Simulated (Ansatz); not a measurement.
# CH7NOSi: the cost of one run

All numbers below are computed with Ansatz 0.2.0 (RKS PBE-D4/def2-SVPD).

## (1) The starting structure

Bond lengths: C1–O2 1.386 Å, O2–Si3 1.628 Å, Si3–N4 1.664 Å, C1–H5 1.085 Å, C1–H6 1.169 Å, C1–H7 1.086 Å, Si3–H8 1.472 Å, Si3–H9 1.504 Å, N4–H10 1.091 Å, N4–H11 0.992 Å. Angles (14 of 16 angles, heavy atoms first): C1–O2–Si3 116.3°, O2–Si3–N4 107.0°, O2–C1–H5 113.9°, O2–C1–H6 107.0°, O2–C1–H7 114.6°, O2–Si3–H8 112.3°, O2–Si3–H9 110.8°, N4–Si3–H8 110.4°, N4–Si3–H9 107.4°, Si3–N4–H10 102.9°, Si3–N4–H11 107.9°, H5–C1–H6 103.5°, H5–C1–H7 111.5°, H6–C1–H7 105.1°.

Structure file:

```xyz
11

C    -0.6154    1.5557    0.4407
O    -0.5856    0.3656   -0.2696
Si    0.6012   -0.6786    0.1196
N     0.4586   -1.9817   -0.9056
H     0.2372    2.2006    0.2546
H    -1.5190    2.1744    0.0328
H    -0.8052    1.4437    1.5042
H     0.5207   -1.1181    1.5217
H     1.9536   -0.0645   -0.1182
H    -0.5628   -2.3203   -0.7278
H     0.3822   -1.6339   -1.8319
```

## (2) Relaxing end A

input.yaml reads:

```yaml
crystal:
  periodic: [false, false, false]
  atoms:
    - { symbol: C, position_ang: [-0.6154, 1.5557, 0.4407] }
    - { symbol: O, position_ang: [-0.5856, 0.3656, -0.2696] }
    - { symbol: Si, position_ang: [0.6012, -0.6786, 0.1196] }
    - { symbol: "N", position_ang: [0.4586, -1.9817, -0.9056] }
    - { symbol: H, position_ang: [0.2372, 2.2006, 0.2546] }
    - { symbol: H, position_ang: [-1.519, 2.1744, 0.0328] }
    - { symbol: H, position_ang: [-0.8052, 1.4437, 1.5042] }
    - { symbol: H, position_ang: [0.5207, -1.1181, 1.5217] }
    - { symbol: H, position_ang: [1.9536, -0.0645, -0.1182] }
    - { symbol: H, position_ang: [-0.5628, -2.3203, -0.7278] }
    - { symbol: H, position_ang: [0.3822, -1.6339, -1.8319] }
basis:
  gaussian: { orbitals: def2-SVPD }
hamiltonian:
  xc: pbe
  dispersion: d4
relax:
  f_tol: 0.015
  max_steps: 40
```

Started as:

```console
ansatz run input.yaml --threads 2 --pin off --max-ram 3072MiB --backend cpu --events-out ev --progress --plain --runs-dir out
```

Q: Estimate wall time and peak memory on 2 threads of Intel Xeon Platinum 8488C (Sapphire Rapids), shared host.

About 16 s, with a peak of 0.2 GiB.
